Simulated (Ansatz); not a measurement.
# Lu2MnBr: the cost of one run

Computed with Ansatz 0.2.0 (DFT PBE, scalar-relativistic, plane waves, PAW, unless a step's input says otherwise).

**1. The system as given**

Symmetry: P-6m2, No. 187, hexagonal system. The conventional cell has a = 4.213 Å, b = 4.213 Å, c = 7.506 Å, α = 90.00°, β = 90.00°, γ = 120.00°. Lu (site symmetry 3m) has 3 Mn at 2.92 Å and 3 Br at 3.23 Å and 1 Lu at 3.25 Å as nearest neighbours. Mn (site symmetry -6m2) is surrounded by 6 Lu at 2.92 Å. Around Br (site symmetry -6m2) lie 6 Lu at 3.23 Å.

Coordinates:

```
CELL_PARAMETERS angstrom
4.21340 0.00000 0.00000
-2.10670 3.64891 0.00000
0.00000 0.00000 7.50583
ATOMIC_POSITIONS crystal
Lu 0.33333 0.66667 0.71632
Lu 0.33333 0.66667 0.28368
Mn 0.00000 0.00000 0.50000
Br 0.66667 0.33333 0.00000
```

A structure generator made this guess: random cell by space group and Wyckoff sites (P-6m2, No. 187). Its size is a rough estimate.

**2. Probe: one point on a coarse mesh**

File input.yaml:

```yaml
crystal:
  lattice:
    - [4.21340013, 0.0, 0.0]
    - [-2.10670007, 3.64891155, 0.0]
    - [0.0, 0.0, 7.50582757]
  atoms:
    - { symbol: Lu, position: [0.33333333, 0.66666667, 0.71631986] }
    - { symbol: Lu, position: [0.33333333, 0.66666667, 0.28368014] }
    - { symbol: Mn, position: [0.0, 0.0, 0.5], spin: 4.0 }
    - { symbol: Br, position: [0.66666667, 0.33333333, 0.0] }
basis:
  ecutwfc: 420
kpoints:
  mp_grid: { grid: [6, 6, 2] }
hamiltonian:
  xc: pbe
scf:
  occupations: { method: gaussian, width: 0.1 }
  lower_state_search: "off"
output:
  forces: true
  stress: true
  eigenvalues: true
  populations: true
magnetization:
  spin_polarized: true
```

Started as:

```console
$ ansatz run input.yaml --threads 1 --pin off --max-ram 2560MiB --backend cpu --events-out ev --progress --plain --runs-dir out
```

Q: Estimate wall time and peak memory on 1 thread of Arm Neoverse V1, shared host.

About 38 s, with a peak of 0.41 GiB.
